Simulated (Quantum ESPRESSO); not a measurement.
MgSn2N2:

```
Sn Mg N
1.0
     3.36055    0.00000    0.00000
     0.00000    3.36055    0.00000
     0.00000    0.00000    8.18839
Sn Mg N
2 1 2
Direct
  0.00000 0.00000 0.30786
  0.00000 0.00000 0.69214
  0.50000 0.50000 0.00000
  0.50000 0.00000 0.84730
  0.00000 0.50000 0.15270
```

The cell comes from a database or a generator and needn't be the stable form of this composition.

- Program: Quantum ESPRESSO 7.5
- Task: single point
- Functional: PBE
- Potentials or basis: SSSP 1.3 efficiency PBE
- Cutoff: 816 eV
- Density cutoff: 6531 eV
- k mesh: 8 × 8 × 4
- Occupations: fermi-dirac, width 0.05 eV
- Spin: no spin polarisation

On this cell: pressure 0.1 GPa; largest force 0.166 eV/Å; band gap on the k mesh none (metal or under the smearing width).

The same run follows on a disturbed copy (atoms moved at random, drawn with an rms of 0.05 Å):

```
Sn Mg N
1.0
     3.36055    0.00000    0.00000
     0.00000    3.36055    0.00000
     0.00000    0.00000    8.18839
Sn Mg N
2 1 2
Direct
  0.99056 0.99028 0.30390
  0.00937 0.99054 0.68735
  0.49931 0.50341 0.00572
  0.49885 0.98327 0.84892
  0.99788 0.49279 0.15179
```

Question: What changes?

Answer: The energy (extrapolated to zero smearing) moves by +10.7 meV/atom; pressure 0.1 GPa; largest force 0.759 eV/Å; band gap on the k mesh none (metal or under the smearing width).

Forces in eV/Å, atoms in the order of the input:
```
Sn  -0.037  0.115  0.500
Sn  -0.305  0.019  0.556
Mg  -0.041 -0.439 -0.618
N    0.310  0.397 -0.277
N    0.072 -0.092 -0.162
```

Stress tensor (GPa, compression positive):
```
-0.30 -0.02  0.93
-0.02  1.24 -0.39
 0.93 -0.39 -0.61
```
